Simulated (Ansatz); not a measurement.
**CH₅AsO: a ladder of functionals and wavefunction methods**

How much do the methods differ for CH₅AsO? The plan is to run it at one geometry with functionals of several rungs and with coupled cluster. The yardstick is the atomisation energy at the CCSD(T) limit.

Program: Ansatz 0.2.0, Gaussian basis. Level of theory: functionals in def2-TZVPP, the program's frozen cores in correlated methods. These are calculated values, not measurements.

The runs, in order: LDA (SPW92), PBE-D4, revPBE-D4, BLYP-D4, r2SCAN-D4, B97M-V, PBE0-D4, B3LYP-D4, r2SCANh-D4, r2SCAN0-D4, HSE06-D4, BHLYP-D4, CAM-B3LYP-D4, LC-ωPBE, ωB97X-V, ωB97M-V, B2PLYP, PBE-QIDH; CCSD(T)/def2-SVP; CCSD(T)/def2-TZVPP; MP2/def2-QZVPP; extrapolation to the limit; RPA on PBE.

## (1) Structure used throughout

The geometry comes from an earlier relaxation with PBE0-D4 in a triple-zeta def2 set; it is a stationary point, not always the lowest conformer.

SMILES `OC[AsH2]`, 8 atoms, charge 0, spin multiplicity 1.

Atoms are counted from 1 here; the program's logs count them from 0.

Bond lengths: O1–C2 1.404 Å, O1–H4 0.961 Å, C2–As3 2.000 Å, C2–H5 1.094 Å, C2–H6 1.091 Å, As3–H7 1.528 Å, As3–H8 1.526 Å. Angles: C2–O1–H4 108.7°, O1–C2–As3 111.5°, O1–C2–H5 112.5°, O1–C2–H6 106.9°, As3–C2–H5 110.4°, As3–C2–H6 107.0°, H5–C2–H6 108.3°, C2–As3–H7 93.9°, C2–As3–H8 94.7°, H7–As3–H8 91.5°.

## (2) LDA

This LDA is Slater exchange with PW92 correlation.

in.yaml

```yaml
crystal:
  periodic: [false, false, false]
  atoms:
    - {symbol: O, position_ang: [-1.427273, 0.691475, -0.436924]}
    - {symbol: C, position_ang: [-0.145056, 0.636586, 0.133440]}
    - {symbol: As, position_ang: [1.017830, -0.692074, -0.806133]}
    - {symbol: H, position_ang: [-1.890367, -0.124558, -0.231438]}
    - {symbol: H, position_ang: [-0.173723, 0.426449, 1.206355]}
    - {symbol: H, position_ang: [0.309208, 1.617299, -0.012207]}
    - {symbol: H, position_ang: [0.313380, -1.900186, -0.190620]}
    - {symbol: H, position_ang: [2.088102, -0.712191, 0.281826]}
basis:
  gaussian: {orbitals: def2-TZVPP}
hamiltonian: {xc: lda}
output: {orbitals: {seedname: orbitals}}
```

Run with:

```sh
$ ansatz run in.yaml --threads 2 --pin off --events-out ev --progress --plain --max-ram 4352MiB
```

After this run come: PBE-D4 (GGA); revPBE-D4 (GGA); BLYP-D4 (GGA); r2SCAN-D4 (meta-GGA); B97M-V (meta-GGA); PBE0-D4 (hybrid); B3LYP-D4 (hybrid); r2SCANh-D4 (hybrid); r2SCAN0-D4 (hybrid); HSE06-D4 (hybrid); BHLYP-D4 (hybrid); CAM-B3LYP-D4 (range-separated); LC-ωPBE (range-separated); ωB97X-V (range-separated); ωB97M-V (range-separated); B2PLYP (double hybrid); PBE-QIDH (double hybrid); CCSD(T) in def2-SVP; CCSD(T) in def2-TZVPP; MP2 in def2-QZVPP; RPA on PBE orbitals.

Before running them: what should the planned runs give, taken together? Wanted: atomisation energy, CCSD(T)/CBS; farthest beyond LDA; mean size of error, GGA; mean size of error, meta-GGA; mean size of error, hybrid; mean size of error, range-separated; mean size of error, double hybrid; gap, smallest and largest; T1 diagnostic.

The runs gave:

| quantity | value |
| --- | --- |
| atomisation energy, CCSD(T)/CBS | 26.519 eV |
| functionals within 0.265 eV (1.0 %) | revPBE-D4, BLYP-D4, r2SCAN-D4, B97M-V, PBE0-D4, B3LYP-D4, r2SCANh-D4, HSE06-D4, CAM-B3LYP-D4, ωB97X-V, ωB97M-V |
| farthest beyond LDA | BHLYP-D4 (-0.921 eV) |
| mean size of error, GGA | 0.278 eV |
| mean size of error, meta-GGA | 0.027 eV |
| mean size of error, hybrid | 0.343 eV |
| mean size of error, range-separated | 0.165 eV |
| mean size of error, double hybrid | 0.406 eV |
| gap, smallest and largest | 5.08 eV (BLYP-D4), 11.99 eV (LC-ωPBE) |
| T1 diagnostic | 0.0111 |
| triples share of the correlation energy | 3.6 % |

**Reading.** The LDA atomisation energy is off by 4.331 eV (16 %): it overbinds. PBE-D4 is off by +0.495 eV. Double hybrids carry the basis error of their MP2 part in triple zeta, and no dispersion term here, so their miss is partly the set-up's. The rungs meta-GGA, range-separated miss on average by less than the doubt on the reference (0.265 eV), so they tie. Misses under about 0.265 eV are within the doubt on the reference itself, which lacks core-valence correlation, relativity and higher excitations, and its outer-core shells are covered unevenly. Hartree-Fock recovers 68 % of the binding; the rest is correlation. CCSD(T) in def2-SVP is off by -1.889 eV, worse than the median functional, from the basis alone. Orbital gaps span 5.1 to 12.0 eV; exact exchange widens them. Correlated methods include outer-core shells of As, which these sets cover unevenly.
